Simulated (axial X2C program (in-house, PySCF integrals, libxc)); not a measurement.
# A two-component session on SnH⁺: properties at the nuclei

Aim: properties at the nuclei of SnH⁺, with spin–orbit coupling in the Hamiltonian from the start.

Program: an in-house X2C program for linear molecules on PySCF integrals. Level of theory: two-component X2C with atomic mean-field terms, Sn dyall-acv3z, H dyall-av3z. These are calculated values, not measurements.

**1. Input**

The input, task.json:

```json
{"zs": [50, 1], "q": 1, "bas": ["dyall-acv3z", "dyall-av3z"], "r0": 1.72, "levels": ["PBE0", "HF", "B3LYP"], "nst": 1, "ff": 1, "thr": -3.5, "nmax": 130, "opt": {"ecut": 60}}
```

Keys: zs atomic numbers; q charge; bas basis sets; r0 starting distance in Å; levels methods (HF also brings MP2); nst determinants followed; ff finite-field run; thr threshold in hartree for freezing inner shells (an s shell follows its p shell); nmax most natural virtual spinors; ecut virtual cutoff in hartree.

The run is started by

```sh
$ python soeom.py task.json out
```

Nuclei are Gaussian, cores are contracted, and the Gaunt term is on.

**2. Expectation values, lowest determinant**

R = 1.762 Å. State: Ω = 0 (closed shell).

Output of the PBE0 run:

```text
two-component X2C + atomic mean field  PBE0
basis functions 171  fitting functions 855  grid points 5073
iter        total energy     max residual
   1      -6172.271513572     3.02e+00
   2      -6173.939235074     1.79e-02
   3      -6173.941443417     1.82e-02
   4      -6173.948137953     1.83e-03
   5      -6173.948216118     3.21e-04
   6      -6173.948217677     8.86e-05
   7      -6173.948217814     1.80e-05
   8      -6173.948217827     6.25e-06
   9      -6173.948217829     1.77e-06
  10      -6173.948217830     3.10e-07
converged
one-electron -8499.86487289  Coulomb 2480.81413749  exact exchange -40.99381498  xc functional -125.40083085  nuclear repulsion 15.01637942  atomic mean-field constant -3.51921603
```

The highest occupied spinor is 51% Sn p, 30% H s, 13% Sn s.

```csv
level,qzz Sn (a.u.),qzz H (a.u.)
PBE0,-11.38,0.08
HF,-11.32,0.08
B3LYP,-11.30,0.08
```

qzz is the electric field gradient, eQq0 = 234.96 MHz × Q/barn × qzz. The operators were transformed with the bare-nucleus X2C matrices.

**3. Finite-field coupled cluster**

Output:

```text
two-component X2C + atomic mean field  HF
basis functions 171  fitting functions 855  grid points 5073
iter        total energy     max residual
   1      -6171.528831905     2.16e-01
   2      -6171.548026368     4.96e-03
   3      -6171.548577661     8.89e-04
   4      -6171.548626144     5.08e-04
   5      -6171.548633914     1.25e-04
   6      -6171.548635694     7.83e-05
   7      -6171.548636191     5.13e-05
   8      -6171.548636550     2.08e-05
   9      -6171.548636617     6.27e-06
  10      -6171.548636623     1.02e-06
  11      -6171.548636623     3.28e-07
converged
one-electron -8499.10944725  Coulomb 2480.10953279  exact exchange -164.04588555  xc functional 0.00000000  nuclear repulsion 15.01637942  atomic mean-field constant -3.51921603
correlated 14  virtual 260  natural virtual 130  E(MP2) -0.524741692  MP2 remainder -0.007269316
iter   CCSD correlation   residual
   1     -0.478830450   1.11e-01
   2     -0.490214903   3.97e-02
   3     -0.491016558   1.51e-02
   4     -0.490995001   3.02e-03
   5     -0.491021776   8.98e-04
   6     -0.491018936   4.66e-04
   7     -0.491019240   2.55e-04
   8     -0.491021192   1.20e-04
   9     -0.491019479   4.78e-05
  10     -0.491019740   1.90e-05
  11     -0.491019778   5.72e-06
  12     -0.491019886   1.94e-06
  13     -0.491019901   6.58e-07
(T) -0.014380689  T1 0.0171  D1 0.0416  max T2 0.098
```

T1 in the output is the amplitude norm over the root of the electron number; divide by √2 for the Lee–Taylor value.

14 electrons correlated in 130 natural virtual spinors, MP2 remainder added; T1 = 0.012.

```csv
level,qzz Sn (a.u.),qzz H (a.u.)
HF,-11.32,0.08
MP2,-10.94,0.08
CCSD,-10.89,0.08
CCSD(T),-10.81,0.08
```

**4. Results**

| quantity | value |
| --- | --- |
| lowest determinant | Ω = 0 (closed shell) |
| qzz Sn (a.u.), PBE0 | -11.38 |
| qzz H (a.u.), PBE0 | 0.08 |
| qzz Sn (a.u.), CCSD(T) | -10.81 |
| qzz H (a.u.), CCSD(T) | 0.08 |

In words: The expectation values come from single determinants, which for open shells can mix terms of unlike spin or miss the lowest Ω, so a determinant need not be a state. qzz is the electric field gradient, eQq0 = 234.96 MHz × Q/barn × qzz. The operators were transformed with the bare-nucleus X2C matrices. Correlation of the inner shells is missing, which matters for properties at the nucleus.
